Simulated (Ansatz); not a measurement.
# B₂Br₂Cl₂H₂: up Jacob's ladder to CCSD(T)

An exercise on one series of results from a longer session: the logs are not shown, and one member is left open.

Method: functionals in def2-TZVPP, the program's frozen cores in correlated methods; program: Ansatz 0.2.0, Gaussian basis.

The runs, in order: LDA (SPW92), PBE-D4, revPBE-D4, BLYP-D4, r2SCAN-D4, B97M-V, PBE0-D4, B3LYP-D4, r2SCANh-D4, r2SCAN0-D4, HSE06-D4, BHLYP-D4, CAM-B3LYP-D4, LC-ωPBE, ωB97X-V, ωB97M-V, B2PLYP, PBE-QIDH; CCSD(T)/def2-SVP; MP2/def2-TZVPP; MP2/def2-QZVPP; RPA on PBE.

### The geometry

An earlier PBE0-D4 in a triple-zeta def2 set relaxation fixed the geometry.

SMILES `Cl[B@H-]1[Br+][B@H-](Cl)[Br+]1`, 8 atoms, charge 0, spin multiplicity 1.

Atoms are counted from 1 here; the program's logs count them from 0.

Bond lengths: Cl1–B2 1.764 Å, B2–Br3 2.126 Å, B2–Br6 2.126 Å, B2–H7 1.185 Å, Br3–B4 2.125 Å, B4–Cl5 1.760 Å, B4–Br6 2.125 Å, B4–H8 1.185 Å. Angles: Cl1–B2–Br3 112.2°, Cl1–B2–Br6 112.2°, Cl1–B2–H7 119.4°, Br3–B2–Br6 94.4°, Br3–B2–H7 107.8°, Br6–B2–H7 107.8°, B2–Br3–B4 83.7°, Br3–B4–Cl5 112.7°, Br3–B4–Br6 94.4°, Br3–B4–H8 107.1°, Cl5–B4–Br6 112.8°, Cl5–B4–H8 119.7°, Br6–B4–H8 107.1°, B2–Br6–B4 83.7°.

As a file:

```xyz
8
charge 0, multiplicity 1
Cl    0.6542    0.0049    2.5877
B     1.0454    0.3792    0.9090
Br   -0.4849    1.5086   -0.0410
B    -1.0109   -0.3649   -0.8958
Cl   -1.2504   -0.2751   -2.6371
Br    0.8187   -1.3074   -0.3651
H     2.0835    0.8894    0.6529
H    -1.8557   -0.8347   -0.2106
```

Set-up of the first run:

Contents of in.yaml:

```yaml
crystal:
  periodic: [false, false, false]
  atoms:
    - {symbol: Cl, position_ang: [0.654184, 0.004940, 2.587656]}
    - {symbol: B, position_ang: [1.045415, 0.379233, 0.909047]}
    - {symbol: Br, position_ang: [-0.484864, 1.508635, -0.040963]}
    - {symbol: B, position_ang: [-1.010882, -0.364905, -0.895777]}
    - {symbol: Cl, position_ang: [-1.250449, -0.275109, -2.637104]}
    - {symbol: Br, position_ang: [0.818717, -1.307442, -0.365115]}
    - {symbol: H, position_ang: [2.083550, 0.889398, 0.652911]}
    - {symbol: H, position_ang: [-1.855662, -0.834741, -0.210635]}
basis:
  gaussian: {orbitals: def2-TZVPP}
hamiltonian: {xc: lda}
output: {orbitals: {seedname: orbitals}}
```

Run with:

```bash
$ ansatz run in.yaml --threads 4 --pin off --events-out ev --progress --plain --max-ram 11315MiB
```

Steps of the session up to this table: LDA; PBE-D4 (GGA); revPBE-D4 (GGA); BLYP-D4 (GGA); r2SCAN-D4 (meta-GGA); B97M-V (meta-GGA); PBE0-D4 (hybrid); B3LYP-D4 (hybrid); r2SCANh-D4 (hybrid); r2SCAN0-D4 (hybrid); HSE06-D4 (hybrid); BHLYP-D4 (hybrid); CAM-B3LYP-D4 (range-separated); LC-ωPBE (range-separated); ωB97X-V (range-separated); ωB97M-V (range-separated); B2PLYP (double hybrid); PBE-QIDH (double hybrid).

One of the session's tables, all rows but one given; the rest of the session is left out.

It belongs to the step «Orbital energies across the functionals». 

```
  functional  HOMO (eV)  LUMO (eV)  gap (eV)
 LDA (SPW92)      -7.37      -2.69      4.69
      PBE-D4      -7.27      -2.47      4.80
   revPBE-D4      -7.22      -2.37      4.85
     BLYP-D4      -7.14      -2.32      4.81
   r2SCAN-D4      -7.61      -2.30      5.31
      B97M-V      -7.69      -2.24      5.44
     PBE0-D4      -8.58      -1.60      6.98
    B3LYP-D4      -8.35      -1.79      6.56
  r2SCANh-D4      -8.09      -1.98      6.10
  r2SCAN0-D4      -8.80      -1.50      7.30
    HSE06-D4      -8.18      -1.98      6.20
    BHLYP-D4      -9.79      -0.59      9.20
CAM-B3LYP-D4      -9.92      -0.49      9.43
     LC-ωPBE     -11.25       0.64     11.90
     ωB97X-V          ?          ?         ?
     ωB97M-V     -10.76       0.43     11.19
```

Estimate the missing values for ωB97X-V.

As computed: HOMO (eV): -10.93; LUMO (eV): 0.54; gap (eV): 11.47. In the column «HOMO (eV)» it lies between LC-ωPBE (-11.25) and ωB97M-V (-10.76).
